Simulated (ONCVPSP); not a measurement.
**Pseudopotential generation for platinum: ONCV, LDA (Perdew-Zunger)**

Do these settings give a usable potential? It is generated, then checked for transferability, scattering, ghosts and hardness.

Method: ONCVPSP 4.0.1, LDA (Perdew-Zunger), scalar-relativistic.

1 further run of the same task is left out (it didn't finish).

### 1 The atom and the settings

Typed settings, in words:

| Quantity | Value |
| --- | --- |
| element | platinum (Pt, Z = 78) |
| type | optimised norm-conserving Vanderbilt (ONCV) |
| frozen core | [Kr] 4d10 |
| valence charge | 32 |
| reference configuration | 4f14 5s2 5p6 5d9 6s0.5 6p0.5 |
| partial waves | 5s+6s: rc 1.60 bohr, ncon 5, nbas 9, qcut 7.5 1/bohr, 2 projectors; 5p+6p: rc 1.75 bohr, ncon 4, nbas 8, qcut 6.9 1/bohr, 2 projectors; 5d: rc 1.45 bohr, ncon 5, nbas 9, qcut 5.7 1/bohr, 2 projectors, debl 1.5 Ha; 4f: rc 0.50 bohr, ncon 4, nbas 8, qcut 19.7 1/bohr, 1 projector |
| local potential | polynomial inside 0.35 bohr (lpopt 5, dvloc0 0 Ha) |
| core correction | Teter function, parameters optimised by the program |

The nodes and maxima of the atom's own shells, from an earlier all-electron run, set the scale for the radii.

All-electron outer shells of the reference configuration (LDA (Perdew-Zunger), scalar-relativistic, ld1.x):

| shell | level (eV) | outermost node (bohr) | outermost maximum (bohr) |
| --- | --- | --- | --- |
| 4p | -520.33 | 0.22 | 0.41 |
| 4d | -307.84 | 0.20 | 0.42 |
| 5s | -103.26 | 0.49 | 0.87 |
| 4f | -71.56 | – | 0.38 |
| 5p | -57.36 | 0.53 | 0.98 |
| 5d | -7.40 | 0.57 | 1.26 |
| 6s | -6.76 | 1.14 | 2.35 |
| 6p | -1.57 | 1.36 | 3.47 |

### 2 Generation

Contents of Pt.dat:

```
# ATOM AND REFERENCE CONFIGURATION
# atsym  z   nc   nv     iexc    psfile
  Pt 78.00    9    6        3      upf
#
#   n    l    f
    1    0    2.00
    2    0    2.00
    2    1    6.00
    3    0    2.00
    3    1    6.00
    3    2   10.00
    4    0    2.00
    4    1    6.00
    4    2   10.00
    4    3   14.00
    5    0    2.00
    5    1    6.00
    5    2    9.00
    6    0    0.50
    6    1    0.50
#
# PSEUDOPOTENTIAL AND OPTIMIZATION
# lmax
    3
#
#   l,   rc,      ep,       ncon, nbas, qcut
    0    1.60    0.00    5    9    7.50
    1    1.75    0.00    4    8    6.90
    2    1.45    0.00    5    9    5.70
    3    0.50    0.00    4    8   19.70
#
# LOCAL POTENTIAL
# lloc, lpopt,  rc(5),   dvloc0
    4    5    0.35    0.00
#
# VANDERBILT-KLEINMAN-BYLANDER PROJECTORs
# l, nproj, debl
    0    2    1.70
    1    2    2.00
    2    2    1.50
    3    1    1.20
#
# MODEL CORE CHARGE
# icmod, fcfact, rcfact
    4    0.65    0.00
#
# LOG DERIVATIVE ANALYSIS
# epsh1, epsh2, depsh
   -5.00    5.00    0.04
#
# OUTPUT GRID
# rlmax, drl
    6.00    0.01
#
# TEST CONFIGURATIONS
# ncnf
    4
# nvcnf
#   n    l    f
    6
    4    3   14.00
    5    0    2.00
    5    1    6.00
    5    2    9.00
    6    0    1.00
    6    1    0.00
#
    6
    4    3   14.00
    5    0    2.00
    5    1    6.00
    5    2    9.00
    6    0    0.00
    6    1    0.00
#
    6
    4    3   14.00
    5    0    2.00
    5    1    6.00
    5    2    8.00
    6    0    0.00
    6    1    0.00
#
    6
    4    3   13.00
    5    0    2.00
    5    1    6.00
    5    2    9.00
    6    0    1.00
    6    1    0.00
#
```

Command:

```bash
$ oncvpsp.x < Pt.dat > Pt.out
```

Before running it: what results should come out? Wanted: cutoffs for 1 and 0.1 mHa per electron, occupied waves; bound ghosts; GHOST(+) flags; largest miss of a reference level; largest test error; largest phase difference near zero energy, channels read; rms error of d²Exc/dn², without and with the model core.

As calculated:

```
                                                quantity                                                                 value
  cutoffs for 1 and 0.1 mHa per electron, occupied waves                                                   1317 Ha and 1810 Ha
                                            bound ghosts  s at -2786.72 eV, s at -291.97 eV, p at -1479.43 eV, d at -425.65 eV
                                          GHOST(+) flags                                                           p at 152 eV
                       largest miss of a reference level                                                           50 meV (4f)
                            largest test error (AE − PS)              -395 meV, for 4f13 5s2 5p6 5d9 6s1 6p0 (1 test unsolved)
largest phase difference near zero energy, channels read                                                             0.002 rad
 rms error of d²Exc/dn², without and with the model core                                                     5.24 and 0.68 mHa
```

A bound ghost (s, p, d) makes it unfit for use: electrons can fall into a state that the atom doesn't have. Already in the reference configuration the 4f level is off by 50 meV. By total energies transferability is poor: the largest error is 395 meV on 79.1 eV, for 4f13 5s2 5p6 5d9 6s1 6p0. That test lies far up in energy; among those under 40 eV, nearer to bonding, the largest error is 3.0 meV. Of the tests 1 gave no usable energy difference, which is a warning in itself. By its cutoff, 1317 Ha for the looser tolerance, it is very hard. At the looser tolerance the 4f wave is the slowest; 5s needs 24 Ha. Near zero energy the phases of the channels with partial waves agree within 0.002 rad. The program also flags highly localised states, GHOST(+) (p).
